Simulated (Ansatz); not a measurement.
**AlBH₄Se (SMILES [BH2][AlH][SeH]): functionals against CCSD(T) at one geometry**

The atoms stand at a structure displaced at random from a GFN2-xTB minimum. How far do the functionals agree with CCSD(T) there?

Method: single points in def2-TZVPP; program: Ansatz 0.2.0, Gaussian basis.

Cores are frozen in the correlated methods. Filled d shells of the heavier atoms are correlated.

### Step 1. The system as given

SMILES `[BH2][AlH][SeH]`, 7 atoms, charge 0, spin multiplicity 1.

Atoms are counted from 1 here; the program's logs count them from 0.

Bond lengths: B1–Al2 2.180 Å, B1–H4 1.186 Å, B1–H5 1.091 Å, Al2–Se3 2.290 Å, Al2–H6 1.584 Å, Se3–H7 1.629 Å. Angles: Al2–B1–H4 117.0°, Al2–B1–H5 123.0°, H4–B1–H5 118.9°, B1–Al2–Se3 120.4°, B1–Al2–H6 127.0°, Se3–Al2–H6 112.3°, Al2–Se3–H7 86.5°.

Coordinates:

```xyz
7
charge 0, multiplicity 1
B    -1.6360    0.4612   -0.5116
Al    0.3665    0.2261    0.3164
Se    1.8957   -1.1319   -0.7135
H    -2.4445   -0.3488   -0.2016
H    -1.8661    1.1502   -1.3255
H     0.9068    0.8088    1.6872
H     2.7469   -1.0596    0.6741
```

### Step 2. CCSD(T)/def2-TZVPP

The input, run/in.yaml:

```yaml
crystal:
  periodic: [false, false, false]
  atoms:
    - {symbol: B, position_ang: [-1.636000, 0.461200, -0.511600]}
    - {symbol: Al, position_ang: [0.366500, 0.226100, 0.316400]}
    - {symbol: Se, position_ang: [1.895700, -1.131900, -0.713500]}
    - {symbol: H, position_ang: [-2.444500, -0.348800, -0.201600]}
    - {symbol: H, position_ang: [-1.866100, 1.150200, -1.325500]}
    - {symbol: H, position_ang: [0.906800, 0.808800, 1.687200]}
    - {symbol: H, position_ang: [2.746900, -1.059600, 0.674100]}
basis:
  gaussian: {orbitals: def2-TZVPP}
correlation: {method: ccsd_t}
output: {forces: true}
```

The command line of these runs was not kept.

### Step 3. PBE0-D4/def2-TZVPP

run/in.yaml, as its differences from that of step 2:

```diff
@@ -12,3 +12,3 @@
   gaussian: {orbitals: def2-TZVPP}
-correlation: {method: ccsd_t}
-output: {forces: true}
+hamiltonian: {xc: pbe0, dispersion: d4}
+output: {forces: true, orbitals: {seedname: orbitals}}
```

### Step 4. wB97M-V/def2-TZVPP

run/in.yaml, as its differences from that of step 3:

```diff
@@ -12,3 +12,3 @@
   gaussian: {orbitals: def2-TZVPP}
-hamiltonian: {xc: pbe0, dispersion: d4}
-output: {forces: true, orbitals: {seedname: orbitals}}
+hamiltonian: {xc: {name: wB97M-V}}
+output: {forces: true}
```

### Step 5. r2SCAN-D4/def2-TZVPP

run/in.yaml, as its differences from that of step 4:

```diff
@@ -12,3 +12,3 @@
   gaussian: {orbitals: def2-TZVPP}
-hamiltonian: {xc: {name: wB97M-V}}
+hamiltonian: {xc: r2scan, dispersion: d4}
 output: {forces: true}
```

### Step 6. PBE-D4/def2-TZVPP

run/in.yaml, as its differences from that of step 5:

```diff
@@ -12,3 +12,3 @@
   gaussian: {orbitals: def2-TZVPP}
-hamiltonian: {xc: r2scan, dispersion: d4}
+hamiltonian: {xc: pbe, dispersion: d4}
 output: {forces: true}
```

### Step 7. r2SCANh-D4/def2-TZVPP

run/in.yaml, as its differences from that of step 6:

```diff
@@ -12,3 +12,3 @@
   gaussian: {orbitals: def2-TZVPP}
-hamiltonian: {xc: pbe, dispersion: d4}
+hamiltonian: {xc: {name: r2SCANh}, dispersion: d4}
 output: {forces: true}
```

### Step 8. CAM-B3LYP-D4/def2-TZVPP

run/in.yaml, as its differences from that of step 7:

```diff
@@ -12,3 +12,3 @@
   gaussian: {orbitals: def2-TZVPP}
-hamiltonian: {xc: {name: r2SCANh}, dispersion: d4}
+hamiltonian: {xc: {name: CAM-B3LYP}, dispersion: d4}
 output: {forces: true}
```

(Steps that only read results are left out.)

What does the calculation give? Wanted: energy less free atoms, CCSD(T)/def2-TZVPP; RMS force component; RMS force error; HOMO and LUMO, PBE0-D4; T1 diagnostic.

**Answer**, as computed:

| quantity | value |
| --- | --- |
| energy less free atoms, CCSD(T)/def2-TZVPP | -436.6 kcal/mol |
| RMS force component | 1.276 to 1.299 eV/Å over the methods |
| RMS force error | PBE0-D4 0.039, wB97M-V 0.069, r2SCAN-D4 0.038, PBE-D4 0.131, r2SCANh-D4 0.039, CAM-B3LYP-D4 0.070 eV/Å |
| HOMO and LUMO, PBE0-D4 | -7.30 and -2.56 eV |
| T1 diagnostic | 0.010 |

In words: Against CCSD(T) the functionals' energies less atoms differ by -15.2 to -8.4 kcal/mol, PBE-D4 by -11.0 kcal/mol. The reference is not at the basis limit: in triple zeta CCSD(T) underbinds, which counts against methods that bind more; the gaps are no ranking. The forces of r2SCAN-D4 come nearest to CCSD(T), those of PBE-D4 are farthest. Frozen-core CCSD(T) forces in triple zeta carry basis errors of their own, and this is one geometry, so small gaps rank nothing.
